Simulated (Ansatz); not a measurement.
# Ti8O13: further runs on the relaxed cell

An exercise on one series of results from a longer session: the logs are not shown, and one member is left open.

Method: DFT PBEsol, scalar-relativistic, plane waves, PAW, in Ansatz 0.2.0.

## The system as given

It takes space group R-3 (No. 148, trigonal). The conventional cell has a = 7.685 Å, b = 7.685 Å, c = 13.908 Å, α = 90.00°, β = 90.00°, γ = 120.00°. Ti (site symmetry 1) has 6 O at 1.94 to 2.08 Å in its first shell of neighbours. Ti (site symmetry 3) is surrounded by 6 O at 1.85 to 2.11 Å. Around O (site symmetry -3) lie 6 Ti at 2.04 Å. O (site symmetry 1) is surrounded by 3 Ti at 1.85 to 2.03 Å. Around O (site symmetry 1) lie 4 Ti at 2.01 to 2.11 Å.

Coordinates:

```
Ti O
1.0
     3.84264    2.21855    4.63599
    -3.84264    2.21855    4.63599
     0.00000   -4.43710    4.63599
Ti O
8 13
Direct
  0.68641 0.94395 0.12170
  0.72354 0.72354 0.72354
  0.12170 0.68641 0.94395
  0.05605 0.87830 0.31359
  0.94395 0.12170 0.68641
  0.87830 0.31359 0.05605
  0.27646 0.27646 0.27646
  0.31359 0.05605 0.87830
  0.00000 0.00000 0.00000
  0.74125 0.82924 0.41994
  0.35744 0.95895 0.20331
  0.41994 0.74125 0.82924
  0.04105 0.79669 0.64256
  0.79669 0.64256 0.04105
  0.82924 0.41994 0.74125
  0.17076 0.58006 0.25875
  0.20331 0.35744 0.95895
  0.95895 0.20331 0.35744
  0.58006 0.25875 0.17076
  0.64256 0.04105 0.79669
  0.25875 0.17076 0.58006
```

It goes back to an entry of the Materials Project, which need not be the stable form.

This cell was relaxed beforehand with the same method: volume 11.29 Å³/atom, gap on the mesh 0.23 eV.

Set-up of the first run:

File input.yaml:

```yaml
crystal:
  lattice:
    - [3.8038212218, 2.1961372064, 4.5891562687]
    - [-3.8038212218, 2.1961372064, 4.5891562687]
    - [0.0, -4.3922744127, 4.5891562687]
  atoms:
    - { symbol: Ti, position: [0.6864126491, 0.9439527202, 0.1217027028] }
    - { symbol: Ti, position: [0.7235356168, 0.7235356168, 0.7235356168] }
    - { symbol: Ti, position: [0.1217027028, 0.6864126491, 0.9439527202] }
    - { symbol: Ti, position: [0.0560472798, 0.8782972972, 0.3135873509] }
    - { symbol: Ti, position: [0.9439527202, 0.1217027028, 0.6864126491] }
    - { symbol: Ti, position: [0.8782972972, 0.3135873509, 0.0560472798] }
    - { symbol: Ti, position: [0.2764643832, 0.2764643832, 0.2764643832] }
    - { symbol: Ti, position: [0.3135873509, 0.0560472798, 0.8782972972] }
    - { symbol: O, position: [0.0, 0.0, 0.0] }
    - { symbol: O, position: [0.7412494238, 0.8292397216, 0.4199360606] }
    - { symbol: O, position: [0.3574417497, 0.958947287, 0.2033095574] }
    - { symbol: O, position: [0.4199360606, 0.7412494238, 0.8292397216] }
    - { symbol: O, position: [0.041052713, 0.7966904426, 0.6425582503] }
    - { symbol: O, position: [0.7966904426, 0.6425582503, 0.041052713] }
    - { symbol: O, position: [0.8292397216, 0.4199360606, 0.7412494238] }
    - { symbol: O, position: [0.1707602784, 0.5800639394, 0.2587505762] }
    - { symbol: O, position: [0.2033095574, 0.3574417497, 0.958947287] }
    - { symbol: O, position: [0.958947287, 0.2033095574, 0.3574417497] }
    - { symbol: O, position: [0.5800639394, 0.2587505762, 0.1707602784] }
    - { symbol: O, position: [0.6425582503, 0.041052713, 0.7966904426] }
    - { symbol: O, position: [0.2587505762, 0.1707602784, 0.5800639394] }
basis:
  ecutwfc: 420
kpoints:
  mp_grid: { grid: [6, 6, 6] }
hamiltonian:
  xc: pbesol
scf:
  occupations: { method: gaussian, width: 0.02 }
output:
  forces: true
  stress: true
  eigenvalues: true
relax:
  adjacent_minimum: "off"
  f_tol: 0.01
  max_steps: 30
  cell: { stress_tol: 0.1, fix: [volume] }
```

Run with:

```console
$ ansatz run input.yaml --threads 4 --pin off --max-ram 10240MiB --backend cpu --events-out ev --progress --plain --runs-dir out
```

Among the steps run: The cell scaled to 0.97 of its volume; The cell scaled to 1.03 of its volume; Volume × 0.94; Volume × 1.06; The cell scaled to 0.91 of its volume; Point at V/V0 = 1.10; The cell scaled to 0.88 of its volume.

One table of the session follows, with a row left open; its other results are not shown here.

It belongs to the step «Fit of the equation of state». 

| volume (Å³/atom) | energy above the lowest point (meV/atom) | pressure (GPa) | gap on the mesh (eV) |
| --- | --- | --- | --- |
| 9.937 | 108.6 | 28.34 | 0.10 |
| 10.276 | 58.0 | 19.71 | 0.16 |
| 10.615 | ? | ? | ? |
| 10.953 | 5.8 | 5.64 | 0.22 |
| 11.292 | 0.0 | 0.00 | 0.23 |
| 11.631 | 5.3 | -4.84 | 0.24 |
| 11.970 | 19.9 | -8.91 | 0.27 |
| 12.421 | 51.3 | -13.16 | 0.31 |

Estimate the missing values for volume (Å³/atom) = 10.615.

Worked estimate for «energy above the lowest point (meV/atom)». A straight line through the neighbours (10.276, 58.0) and (10.953, 5.8) gives 58.0 + (5.8 − 58.0) × (10.615 − 10.276) / (10.953 − 10.276) = 31.9; a parabola fitted to 4 rows on both sides gives 24.4.

The run gave: energy above the lowest point (meV/atom): 24.5; pressure (GPa): 12.18; gap on the mesh (eV): 0.22. In «energy above the lowest point (meV/atom)» the line misses by +7.4 and the parabola by -0.1.
